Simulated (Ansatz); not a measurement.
**AlClFGeH₃: a ladder of functionals and wavefunction methods**

One table from this session's results is given with a row withheld; the runs are named, their logs left out.

The runs use Ansatz 0.2.0, Gaussian basis; functionals in def2-TZVPP, the program's frozen cores in correlated methods.

Levels to be run: LDA (SPW92), PBE-D4, revPBE-D4, BLYP-D4, r2SCAN-D4, B97M-V, PBE0-D4, B3LYP-D4, r2SCANh-D4, r2SCAN0-D4, HSE06-D4, BHLYP-D4, CAM-B3LYP-D4, LC-ωPBE, ωB97X-V, ωB97M-V, B2PLYP, PBE-QIDH; CCSD(T)/def2-SVP; CCSD(T)/def2-TZVPP; CCSD(T)/def2-QZVPP; extrapolation to the limit; RPA on PBE.

### The relaxed structure

The geometry comes from an earlier relaxation with PBE0-D4 in a triple-zeta def2 set; it is a stationary point, not always the lowest conformer.

SMILES `[F][Al]([Cl])[GeH3]`, 7 atoms, charge 0, spin multiplicity 1.

Atoms are counted from 1 here; the program's logs count them from 0.

Bond lengths: F1–Al2 1.644 Å, Al2–Cl3 2.087 Å, Al2–Ge4 2.454 Å, Ge4–H5 1.538 Å, Ge4–H6 1.538 Å, Ge4–H7 1.536 Å. Angles: F1–Al2–Cl3 116.8°, F1–Al2–Ge4 119.8°, Cl3–Al2–Ge4 123.3°, Al2–Ge4–H5 110.3°, Al2–Ge4–H6 110.3°, Al2–Ge4–H7 111.2°, H5–Ge4–H6 107.8°, H5–Ge4–H7 108.6°, H6–Ge4–H7 108.6°.

Set-up of the first run:

Contents of in.yaml:

```yaml
crystal:
  periodic: [false, false, false]
  atoms:
    - {symbol: F, position_ang: [1.675943, -0.560116, 1.938881]}
    - {symbol: Al, position_ang: [0.688063, -0.954489, 0.684906]}
    - {symbol: Cl, position_ang: [0.530863, -2.981240, 0.211011]}
    - {symbol: Ge, position_ang: [-0.512913, 0.810056, -0.525033]}
    - {symbol: H, position_ang: [0.481444, 1.816283, -1.127466]}
    - {symbol: H, position_ang: [-1.438471, 1.578245, 0.432850]}
    - {symbol: H, position_ang: [-1.363630, 0.223262, -1.660851]}
basis:
  gaussian: {orbitals: def2-TZVPP}
hamiltonian: {xc: lda}
output: {orbitals: {seedname: orbitals}}
```

Command:

```console
$ ansatz run in.yaml --threads 2 --pin off --events-out ev --progress --plain --max-ram 31744MiB --backend cpu
```

Among the steps run: LDA; PBE-D4 (GGA); revPBE-D4 (GGA); BLYP-D4 (GGA); r2SCAN-D4 (meta-GGA); B97M-V (meta-GGA); B3LYP-D4 (hybrid); r2SCANh-D4 (hybrid); r2SCAN0-D4 (hybrid); HSE06-D4 (hybrid); BHLYP-D4 (hybrid); CAM-B3LYP-D4 (range-separated); LC-ωPBE (range-separated); ωB97X-V (range-separated); ωB97M-V (range-separated); B2PLYP (double hybrid); PBE-QIDH (double hybrid).

One table of the session follows, with a row left open; its other results are not shown here.

It belongs to the step «Frontier levels by functional». 

| functional | HOMO (eV) | LUMO (eV) | gap (eV) |
| --- | --- | --- | --- |
| LDA (SPW92) | -7.43 | -2.51 | 4.92 |
| PBE-D4 | -7.30 | -2.30 | 5.00 |
| revPBE-D4 | ? | ? | ? |
| BLYP-D4 | -7.15 | -2.17 | 4.99 |
| r2SCAN-D4 | -7.58 | -2.09 | 5.48 |
| B97M-V | -7.64 | -2.22 | 5.42 |
| PBE0-D4 | -8.44 | -1.58 | 6.86 |
| B3LYP-D4 | -8.23 | -1.76 | 6.47 |
| r2SCANh-D4 | -7.99 | -1.84 | 6.15 |
| r2SCAN0-D4 | -8.61 | -1.46 | 7.15 |
| HSE06-D4 | -8.04 | -1.95 | 6.10 |
| BHLYP-D4 | -9.45 | -0.79 | 8.66 |
| CAM-B3LYP-D4 | -9.70 | -0.59 | 9.11 |
| LC-ωPBE | -10.99 | 0.48 | 11.47 |
| ωB97X-V | -10.66 | 0.37 | 11.03 |
| ωB97M-V | -10.44 | 0.13 | 10.57 |

**Question.** Estimate the row for revPBE-D4.

As computed: HOMO (eV): -7.24; LUMO (eV): -2.21; gap (eV): 5.04. In the column «HOMO (eV)» it lies between PBE-D4 (-7.30) and BLYP-D4 (-7.15).
